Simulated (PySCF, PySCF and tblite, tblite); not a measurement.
**C₈H₁₃NSi: conformers and averaged spectra, part 1 of 2**

Which conformers does C₈H₁₃NSi (`C[Si](C)(C)c1ccccn1`) populate, and what do their averaged NMR parameters look like?

Computed with tblite 0.8.0 (tight binding) and PySCF 2.14.0 (DFT, with response routines of our own); each step states its level. Atoms count from 0 throughout.

### Step 1. The starting structure

23 atoms, charge 0, multiplicity 1; geometry from: MMFF94s geometry.

Bonds of the start (Å): C0–H10 1.11, C0–H11 1.09, C0–H12 1.08, C0–Si1 1.88, C2–H13 1.10, C2–H14 1.11, C2–H15 1.10, C3–H16 1.11, C3–H17 1.09, C3–H18 1.09, C4–C5 1.39, C4–N9 1.36, C5–C6 1.40, C5–H19 1.09, C6–C7 1.39, C6–H20 1.09, C7–C8 1.38, C7–H21 1.08, C8–H22 1.09, C8–N9 1.36, Si1–C2 1.86, Si1–C3 1.88, Si1–C4 1.89.

### Step 2. GFN2-xTB relaxation, conformer 1

The job: settings as JSON, then the geometry in Å.

```
{"job": {"xc": "GFN2-xTB", "basis": "xTB", "kind": "relax"}, "charge": 0, "multiplicity": 1}
C     -1.734700    -1.775900    -0.377700
Si    -1.196100     0.001900    -0.073800
C     -1.871400     1.103300    -1.409200
C     -1.852400     0.573100     1.594100
C      0.694700     0.060900    -0.030400
C      1.450100    -0.672900     0.869200
C      2.843800    -0.563400     0.819100
C      3.439200     0.266800    -0.119500
C      2.611100     0.953300    -0.988200
N      1.253100     0.874600    -0.963300
H     -2.838400    -1.836800    -0.401900
H     -1.383400    -2.441300     0.413600
H     -1.363800    -2.131700    -1.325600
H     -1.514000     0.792700    -2.398800
H     -2.977100     1.073300    -1.420500
H     -1.583500     2.147700    -1.238500
H     -1.487600    -0.079600     2.408800
H     -2.946600     0.534400     1.610000
H     -1.531700     1.592900     1.821500
H      0.995600    -1.317000     1.616200
H      3.456000    -1.121200     1.523800
H      4.509100     0.367200    -0.184500
H      3.023100     1.624800    -1.734500
```

Command:

```console
> OMP_NUM_THREADS=1 python ens_run.py task.json out
```

One launch serves the whole session.

Standard output:

```text
step      E/eV     max force
  0    -771.75719    2.012
  1    -771.86321    0.667
  2    -771.87762    0.288
  3    -771.88589    0.176
  4    -771.89439    0.161
  5    -771.89903    0.226
  6    -771.90340    0.184
  7    -771.90602    0.102
  8    -771.90734    0.067
  9    -771.90798    0.065
 10    -771.90850    0.065
 11    -771.90893    0.039
 12    -771.90893    0.039
 13    -771.90908    0.032
 14    -771.90926    0.028
 15    -771.90936    0.029
 16    -771.90952    0.044
 17    -771.90966    0.042
 18    -771.90985    0.027
 19    -771.91002    0.034
 20    -771.91017    0.040
 21    -771.91030    0.039
 22    -771.91044    0.041
 23    -771.91063    0.041
 24    -771.91084    0.030
 25    -771.91103    0.033
 26    -771.91116    0.025
 27    -771.91126    0.022
 28    -771.91137    0.020
 29    -771.91148    0.022
 30    -771.91160    0.025
 31    -771.91170    0.024
 32    -771.91176    0.016
 33    -771.91178    0.007
 34    -771.91178    0.007
 35    -771.91179    0.006
 36    -771.91179    0.005
 37    -771.91180    0.004
 38    -771.91180    0.004
```

It took 0.4 s on 1 thread of Arm Neoverse V1, shared host.

The energy fell by 0.155 eV, and the atoms moved 0.04 Å (root mean square).

GFN2-xTB relaxation, conformer 2:

The job: settings as JSON, then the geometry in Å.

```
{"job": {"xc": "GFN2-xTB", "basis": "xTB", "kind": "relax"}, "charge": 0, "multiplicity": 1}
C     -1.832400     1.614600    -0.657400
Si    -1.195700    -0.018900    -0.018700
C     -1.837100    -0.296800     1.735700
C     -1.800300    -1.397800    -1.137500
C      0.696200    -0.037200     0.032300
C      1.473400     1.028200    -0.423700
C      2.866100     0.918600    -0.355900
C      3.439500    -0.241900     0.159600
C      2.591200    -1.259400     0.577600
N      1.234100    -1.178300     0.527200
H     -1.509700     2.443100    -0.025200
H     -2.938900     1.613700    -0.665100
H     -1.496200     1.800300    -1.667000
H     -1.494100     0.497800     2.399800
H     -2.943600    -0.280300     1.737300
H     -1.509200    -1.253100     2.141800
H     -1.455700    -2.375000    -0.761300
H     -1.427500    -1.274100    -2.148200
H     -2.893500    -1.414900    -1.157000
H      1.041300     1.938600    -0.811800
H      3.494700     1.736600    -0.688600
H      4.507700    -0.360300     0.222400
H      2.984800    -2.176700     0.993500
```

Standard output:

```text
step      E/eV     max force
  0    -771.77223    1.948
  1    -771.86787    0.488
  2    -771.88227    0.301
  3    -771.89205    0.179
  4    -771.89804    0.160
  5    -771.90286    0.210
  6    -771.90725    0.155
  7    -771.91017    0.124
  8    -771.91149    0.066
  9    -771.91212    0.050
 10    -771.91260    0.057
 11    -771.91300    0.041
 12    -771.91330    0.041
 13    -771.91354    0.041
 14    -771.91375    0.034
 15    -771.91375    0.034
 16    -771.91384    0.025
 17    -771.91400    0.020
 18    -771.91408    0.026
 19    -771.91423    0.032
 20    -771.91438    0.036
 21    -771.91459    0.040
 22    -771.91479    0.040
 23    -771.91500    0.048
 24    -771.91524    0.043
 25    -771.91550    0.042
 26    -771.91573    0.032
 27    -771.91590    0.033
 28    -771.91609    0.041
 29    -771.91631    0.040
 30    -771.91652    0.043
 31    -771.91664    0.028
 32    -771.91669    0.015
 33    -771.91672    0.013
 34    -771.91675    0.012
 35    -771.91677    0.010
 36    -771.91680    0.011
 37    -771.91683    0.016
 38    -771.91690    0.017
 39    -771.91697    0.019
 40    -771.91704    0.015
 41    -771.91708    0.016
 42    -771.91710    0.017
 43    -771.91713    0.016
 44    -771.91717    0.014
 45    -771.91721    0.014
 46    -771.91725    0.016
 47    -771.91729    0.017
 48    -771.91733    0.022
 49    -771.91738    0.024
 50    -771.91745    0.023
 51    -771.91755    0.021
 52    -771.91766    0.022
 53    -771.91777    0.023
 54    -771.91785    0.020
 55    -771.91792    0.017
 56    -771.91797    0.014
 57    -771.91800    0.010
 58    -771.91804    0.014
 59    -771.91808    0.018
 60    -771.91811    0.014
 61    -771.91813    0.009
 62    -771.91814    0.008
 63    -771.91815    0.009
 64    -771.91816    0.008
 65    -771.91817    0.006
 66    -771.91818    0.006
 67    -771.91818    0.005
 68    -771.91819    0.005
 69    -771.91819    0.006
 70    -771.91820    0.006
 71    -771.91821    0.007
 72    -771.91822    0.007
 73    -771.91823    0.009
 74    -771.91825    0.012
 75    -771.91827    0.012
 76    -771.91829    0.012
 77    -771.91830    0.008
 78    -771.91831    0.007
 79    -771.91832    0.006
 80    -771.91832    0.005
 81    -771.91833    0.004
 82    -771.91833    0.005
 83    -771.91834    0.005
 84    -771.91834    0.005
 85    -771.91835    0.005
 86    -771.91835    0.004
 87    -771.91836    0.004
 88    -771.91836    0.005
 89    -771.91836    0.005
 90    -771.91837    0.005
 91    -771.91837    0.006
 92    -771.91838    0.006
 93    -771.91838    0.005
 94    -771.91839    0.004
 95    -771.91839    0.004
 96    -771.91839    0.002
```

Wall time 0.88 s (1 thread of Arm Neoverse V1, shared host).

Gain 0.146 eV; displacement 0.08 Å root mean square.

### Step 3. Shieldings, conformer 1: PBE0/pcSseg-1 in chloroform

The job: settings as JSON, then the geometry in Å.

```
{"job": {"xc": "PBE0", "basis": "pcSseg-1", "solvent": "chloroform", "kind": "nmr", "pop": true}, "charge": 0, "multiplicity": 1}
C     -1.740713    -1.808539    -0.371825
Si    -1.211674     0.002342    -0.067628
C     -1.862700     1.137549    -1.445121
C     -1.851795     0.568925     1.641427
C      0.692221     0.070546    -0.043609
C      1.458488    -0.661020     0.861255
C      2.838184    -0.564555     0.825090
C      3.420089     0.265050    -0.120210
C      2.579893     0.954401    -0.981790
N      1.264070     0.863189    -0.947521
H     -2.821978    -1.902184    -0.397848
H     -1.373996    -2.469381     0.408123
H     -1.356322    -2.176055    -1.318673
H     -1.483741     0.829825    -2.413969
H     -2.947630     1.123925    -1.489897
H     -1.547218     2.163158    -1.285344
H     -1.483534    -0.069882     2.438798
H     -2.936509     0.548084     1.680623
H     -1.534394     1.583548     1.863039
H      0.969025    -1.297157     1.583672
H      3.450877    -1.123783     1.519197
H      4.492129     0.373580    -0.187411
H      2.982476     1.615419    -1.740298
```

Standard output:

```text
coarse grid: 19440 points
cycle   1  E = -656.1978175068  dE =  1.243e+00  |g| = 5.677e-01  |ddm| = 4.449e+00
cycle   2  E = -656.1916316650  dE =  6.186e-03  |g| = 5.992e-01  |ddm| = 1.032e+00
cycle   3  E = -656.2812171307  dE = -8.959e-02  |g| = 6.017e-02  |ddm| = 5.081e-01
cycle   4  E = -656.2816926140  dE = -4.755e-04  |g| = 3.795e-02  |ddm| = 6.264e-02
cycle   5  E = -656.2819866150  dE = -2.940e-04  |g| = 8.057e-03  |ddm| = 3.841e-02
cycle   6  E = -656.2820012306  dE = -1.462e-05  |g| = 3.227e-03  |ddm| = 1.153e-02
cycle   7  E = -656.2820038559  dE = -2.625e-06  |g| = 5.363e-04  |ddm| = 3.092e-03
final grid: 182424 points
cycle   8  E = -656.3380772685  dE = -4.771e-05  |g| = 9.070e-03  |ddm| = 4.201e-02
cycle   9  E = -656.3380752351  dE =  2.033e-06  |g| = 9.684e-03  |ddm| = 1.647e-02
cycle  10  E = -656.3380983017  dE = -2.307e-05  |g| = 1.020e-03  |ddm| = 8.083e-03
cycle  11  E = -656.3380985110  dE = -2.092e-07  |g| = 3.848e-04  |ddm| = 1.138e-03
cycle  12  E = -656.3380985429  dE = -3.188e-08  |g| = 7.719e-05  |ddm| = 3.822e-04
cycle  13  E = -656.3380985442  dE = -1.347e-09  |g| = 2.750e-05  |ddm| = 1.031e-04
cycle  14  E = -656.3380985444  dE = -1.844e-10  |g| = 7.261e-06  |ddm| = 2.982e-05
converged SCF energy = -656.3380985444

GIAO shielding tensors (ppm)
atom      isotropic    diamagn.    paramagn.     s11        s22        s33       span
  0 C      187.465     255.016     -67.552    182.913    186.515    192.965     10.052
  1 Si     353.068     882.729    -529.660    337.599    338.983    382.624     45.025
  2 C      190.008     254.608     -64.600    188.211    189.231    192.582      4.371
  3 C      187.464     255.010     -67.545    182.915    186.521    192.957     10.042
  4 C       12.179     260.387    -248.208    -89.731    -31.667    157.935    247.666
  5 C       51.422     257.467    -206.044    -71.617     47.820    178.064    249.681
  6 C       45.988     253.040    -207.052    -71.080     25.493    183.551    254.631
  7 C       58.209     260.094    -201.885    -56.017     51.349    179.295    235.313
  8 C       31.916     250.905    -218.989    -80.525     28.579    147.695    228.221
  9 N      -98.536     333.687    -432.223   -417.131   -186.083    307.606    724.737
 10 H       31.467      30.086       1.380     27.124     28.616     38.660     11.536
 11 H       31.354      32.653      -1.299     26.504     29.290     38.268     11.764
 12 H       31.529      32.179      -0.650     27.395     29.109     38.084     10.689
 13 H       31.138      31.991      -0.852     26.971     28.219     38.226     11.255
 14 H       31.547      29.798       1.749     26.764     29.221     38.656     11.892
 15 H       31.140      31.985      -0.846     26.970     28.217     38.232     11.262
 16 H       31.356      32.653      -1.298     26.502     29.296     38.268     11.766
 17 H       31.467      30.081       1.385     27.127     28.613     38.660     11.533
 18 H       31.531      32.168      -0.637     27.392     29.110     38.091     10.699
 19 H       23.830      34.916     -11.086     20.343     20.799     30.349     10.005
 20 H       23.605      30.330      -6.725     20.107     23.718     26.990      6.882
 21 H       24.145      29.472      -5.327     21.295     23.938     27.200      5.905
 22 H       22.710      30.154      -7.444     18.370     22.953     26.807      8.438
```

It took 63 s on 1 thread of Arm Neoverse V1, shared host; peak memory 1.3 GiB.

In short: HOMO -7.05 eV, LUMO -0.78 eV; dipole 2.34 D.

### Step 4. Shieldings, conformer 2: PBE0/pcSseg-1 in chloroform

The job: settings as JSON, then the geometry in Å.

```
{"job": {"xc": "PBE0", "basis": "pcSseg-1", "solvent": "chloroform", "kind": "nmr", "pop": false}, "charge": 0, "multiplicity": 1}
C     -1.855429     1.662175    -0.674597
Si    -1.212154    -0.009328    -0.012367
C     -1.825905    -0.291449     1.769413
C     -1.780066    -1.428870    -1.150754
C      0.692622    -0.014478     0.020510
C      1.500475     1.031660    -0.415274
C      2.877504     0.906703    -0.343094
C      3.412213    -0.265582     0.165442
C      2.531116    -1.255604     0.575982
N      1.219708    -1.137370     0.507415
H     -1.523875     2.492488    -0.058046
H     -2.940776     1.679250    -0.685052
H     -1.518552     1.847797    -1.690214
H     -1.568534     0.541668     2.416966
H     -2.904115    -0.414829     1.802862
H     -1.374097    -1.184848     2.187942
H     -1.335654    -2.367542    -0.835934
H     -1.487384    -1.255695    -2.182349
H     -2.859311    -1.546133    -1.128941
H      1.048150     1.930451    -0.805525
H      3.523666     1.707366    -0.676896
H      4.479475    -0.408508     0.241930
H      2.896171    -2.192336     0.980659
```

Standard output:

```text
coarse grid: 19440 points
cycle   1  E = -656.1997652104  dE =  1.243e+00  |g| = 5.656e-01  |ddm| = 4.440e+00
cycle   2  E = -656.1936903474  dE =  6.075e-03  |g| = 5.967e-01  |ddm| = 1.031e+00
cycle   3  E = -656.2825653599  dE = -8.888e-02  |g| = 6.089e-02  |ddm| = 5.090e-01
cycle   4  E = -656.2830450618  dE = -4.797e-04  |g| = 3.871e-02  |ddm| = 6.585e-02
cycle   5  E = -656.2833526794  dE = -3.076e-04  |g| = 8.166e-03  |ddm| = 3.912e-02
cycle   6  E = -656.2833678748  dE = -1.520e-05  |g| = 3.231e-03  |ddm| = 1.161e-02
cycle   7  E = -656.2833704999  dE = -2.625e-06  |g| = 5.345e-04  |ddm| = 3.070e-03
final grid: 182424 points
cycle   8  E = -656.3395175606  dE = -4.701e-05  |g| = 9.126e-03  |ddm| = 4.165e-02
cycle   9  E = -656.3395156340  dE =  1.927e-06  |g| = 9.705e-03  |ddm| = 1.692e-02
cycle  10  E = -656.3395388273  dE = -2.319e-05  |g| = 9.981e-04  |ddm| = 8.202e-03
cycle  11  E = -656.3395390233  dE = -1.959e-07  |g| = 3.921e-04  |ddm| = 1.140e-03
cycle  12  E = -656.3395390562  dE = -3.298e-08  |g| = 7.643e-05  |ddm| = 3.751e-04
cycle  13  E = -656.3395390576  dE = -1.309e-09  |g| = 2.851e-05  |ddm| = 1.103e-04
cycle  14  E = -656.3395390578  dE = -1.987e-10  |g| = 7.320e-06  |ddm| = 3.005e-05
converged SCF energy = -656.3395390578

GIAO shielding tensors (ppm)
atom      isotropic    diamagn.    paramagn.     s11        s22        s33       span
  0 C      190.149     256.005     -65.857    185.504    190.388    194.554      9.050
  1 Si     356.706     882.761    -526.055    336.464    358.691    374.963     38.499
  2 C      188.387     254.847     -66.460    184.313    187.032    193.817      9.504
  3 C      188.144     254.823     -66.679    184.240    186.604    193.589      9.349
  4 C       12.268     261.146    -248.879    -88.606    -32.920    158.329    246.935
  5 C       52.056     257.059    -205.002    -71.013     49.762    177.420    248.433
  6 C       45.778     252.766    -206.988    -71.077     25.001    183.411    254.489
  7 C       58.407     259.967    -201.560    -55.216     51.107    179.330    234.547
  8 C       31.352     250.478    -219.125    -81.691     27.965    147.782    229.473
  9 N      -99.022     334.435    -433.457   -417.504   -188.456    308.893    726.398
 10 H       31.308      32.704      -1.395     27.446     28.298     38.182     10.736
 11 H       31.354      30.072       1.282     26.654     29.063     38.346     11.692
 12 H       31.290      32.691      -1.401     27.403     28.283     38.184     10.781
 13 H       31.639      32.046      -0.407     27.395     29.233     38.290     10.896
 14 H       31.537      29.992       1.545     27.282     28.586     38.744     11.463
 15 H       31.060      32.284      -1.223     25.670     29.263     38.248     12.578
 16 H       31.120      32.261      -1.141     25.794     29.327     38.239     12.444
 17 H       31.641      32.063      -0.422     27.350     29.283     38.288     10.938
 18 H       31.533      29.982       1.551     27.312     28.538     38.750     11.438
 19 H       23.877      34.927     -11.051     19.742     21.170     30.718     10.976
 20 H       23.659      30.232      -6.573     20.187     23.764     27.025      6.838
 21 H       24.143      29.415      -5.272     21.261     23.998     27.172      5.912
 22 H       22.591      30.207      -7.616     18.259     22.899     26.615      8.356
```

Run time: 60 s. Hardware: 1 thread of Arm Neoverse V1, shared host; peak memory 1.3 GiB.

Key values: HOMO -7.11 eV, LUMO -0.85 eV; dipole 2.39 D.

### Step 5. Averages: properties at PBE0/pcSseg-1 in chloroform

The job: settings as JSON, then the geometry in Å.

```
{"job": {"study": "conf", "smiles": "C[Si](C)(C)c1ccccn1", "search": {"seed": 4307, "n_embed": 60, "ff_keep": 14, "window": 1.5, "nmax": 8, "temps": [180, 220, 250, 298.15, 400], "t_ref": 298.15, "order": 0.001, "w0": 100.0}, "level": {"nmr": {"xc": "PBE0", "basis": "pcSseg-1", "solvent": "chloroform"}}, "kind": "conf"}, "charge": 0, "multiplicity": 1}
C     -1.855429     1.662175    -0.674597
Si    -1.212154    -0.009328    -0.012367
C     -1.825905    -0.291449     1.769413
C     -1.780066    -1.428870    -1.150754
C      0.692622    -0.014478     0.020510
C      1.500475     1.031660    -0.415274
C      2.877504     0.906703    -0.343094
C      3.412213    -0.265582     0.165442
C      2.531116    -1.255604     0.575982
N      1.219708    -1.137370     0.507415
H     -1.523875     2.492488    -0.058046
H     -2.940776     1.679250    -0.685052
H     -1.518552     1.847797    -1.690214
H     -1.568534     0.541668     2.416966
H     -2.904115    -0.414829     1.802862
H     -1.374097    -1.184848     2.187942
H     -1.335654    -2.367542    -0.835934
H     -1.487384    -1.255695    -2.182349
H     -2.859311    -1.546133    -1.128941
H      1.048150     1.930451    -0.805525
H      3.523666     1.707366    -0.676896
H      4.479475    -0.408508     0.241930
H      2.896171    -2.192336     0.980659
```

Standard output:

```text
conformer  sym    E(xTB)   E(DFT)   G(298.15 K)  weight  dipole/D
    1     Cs      0.152    0.897    0.377   0.3462    2.342
    2     Cs      0.000    0.000    0.000   0.6538    2.385

mean shielding (ppm) by class
class atoms           180 K      220 K      250 K   298.15 K      400 K
  0 C  0,2,3         188.78    188.743     188.72    188.692    188.655
  1 Si 1            355.998    355.764    355.623    355.447    355.212
  2 C  4              12.25     12.245     12.241     12.237     12.231
  3 C  5             51.933     51.892     51.868     51.837     51.796
  4 C  6             45.819     45.833     45.841     45.851     45.865
  5 C  7             58.369     58.356     58.348     58.339     58.326
  6 C  8             31.462     31.498      31.52     31.547     31.584
  7 N  9            -98.927    -98.896    -98.877    -98.854    -98.822
  8 H  10,11,12      31.388     31.388     31.389     31.389     31.389
  9 H  19            23.868     23.865     23.863     23.861     23.858
 10 H  20            23.648     23.645     23.643      23.64     23.637
 11 H  21            24.144     24.144     24.144     24.144     24.144
 12 H  22            22.614     22.622     22.626     22.632      22.64
```

It took 2.1 min on 1 thread of Arm Neoverse V1, shared host. This counts the runs that the step sums up.

The search (ETKDG and KDG, MMFF94s, GFN2-xTB) embedded 60 structures, kept 2 distinct ones after the force field and 2 after xTB; 2 were carried on (window 1.5 kcal/mol at the search's own energies). Energies: PBE0/pcSseg-1 in chloroform with D3(BJ).

Conformer by conformer (298 K):

| no. | group | mirror pair | ΔE xTB | ΔE DFT | ΔG | weight (%) | μ (D) | C0–Si1–C4–N9 (°) | A, B, C (GHz) |
| --- | --- | --- | --- | --- | --- | --- | --- | --- | --- |
| 1 | Cs | no | 0.15 | 0.90 | 0.38 | 34.6 | 2.34 | 121 | 2.02, 0.74, 0.66 |
| 2 | Cs | no | 0.00 | 0.00 | 0.00 | 65.4 | 2.38 | 178 | 2.03, 0.74, 0.66 |

Energies in kcal/mol. ΔG holds xTB vibrations and rotation, symmetry numbers and mirror pairs.

Weights (%) by temperature:

| no. | 180 K | 220 K | 250 K | 298 K | 400 K |
| --- | --- | --- | --- | --- | --- |
| 2 | 80.5 | 74.1 | 70.2 | 65.4 | 58.9 |
| 1 | 19.5 | 25.9 | 29.8 | 34.6 | 41.1 |

Other ways of weighting, at the same temperature:

| scheme | 2 | 1 | mean μ (D) |
| --- | --- | --- | --- |
| DFT free energy | 65 | 35 | 2.37 |
| DFT energy, symmetry counted | 82 | 18 | 2.38 |
| DFT energy alone | 82 | 18 | 2.38 |
| xTB energy, symmetry counted | 56 | 44 | 2.37 |
| xTB free energy | 35 | 65 | 2.36 |
| lowest conformer only | 100 | 0 | 2.38 |
| equal weights | 50 | 50 | 2.36 |
| conformers found from three starts alone | 0 | 100 | 2.34 |

Shifts against references run at the same level ($^{13}$C TMS 187.6, $^{1}$H TMS 31.70, $^{29}$Si TMS 349.0, $^{15}$N NH3 269.8 ppm of shielding), by class of atoms, at 298 K:

| atoms | environment | no. 2 | no. 1 | average |
| --- | --- | --- | --- | --- |
| C4 | substituted aromatic carbon next to a ring nitrogen | 175.3 | 175.4 | 175.4 |
| C8 | aromatic CH next to a ring nitrogen | 156.2 | 155.7 | 156.0 |
| C6 | aromatic CH | 141.8 | 141.6 | 141.7 |
| C5 | aromatic CH | 135.5 | 136.2 | 135.8 |
| C7 | aromatic CH | 129.2 | 129.4 | 129.3 |
| C0, C2, C3 | methyl carbon bonded to Si | -1.3 | -0.7 | -1.1 |
| H22 | hydrogen on an aromatic CH next to a ring nitrogen | 9.11 | 8.99 | 9.07 |
| H20 | hydrogen on an aromatic CH | 8.04 | 8.09 | 8.06 |
| H19 | hydrogen on an aromatic CH | 7.82 | 7.87 | 7.84 |
| H21 | hydrogen on an aromatic CH | 7.55 | 7.55 | 7.55 |
| H10, H11, H12 and 6 more | hydrogen on a methyl carbon bonded to Si | 0.31 | 0.31 | 0.31 |
| Si1 | silicon bonded to 4 C | -7.7 | -4.1 | -6.5 |
| N9 | pyridine-type ring nitrogen | 368.9 | 368.4 | 368.7 |

Effective distances for nuclear Overhauser effects, ⟨r⁻⁶⟩^(−1/6) over all pairs of two classes (Å): H19···H20 2.49; H20···H21 2.50; H21···H22 2.50; H10···H19 3.45.

(Continued in part 2 of 2.)
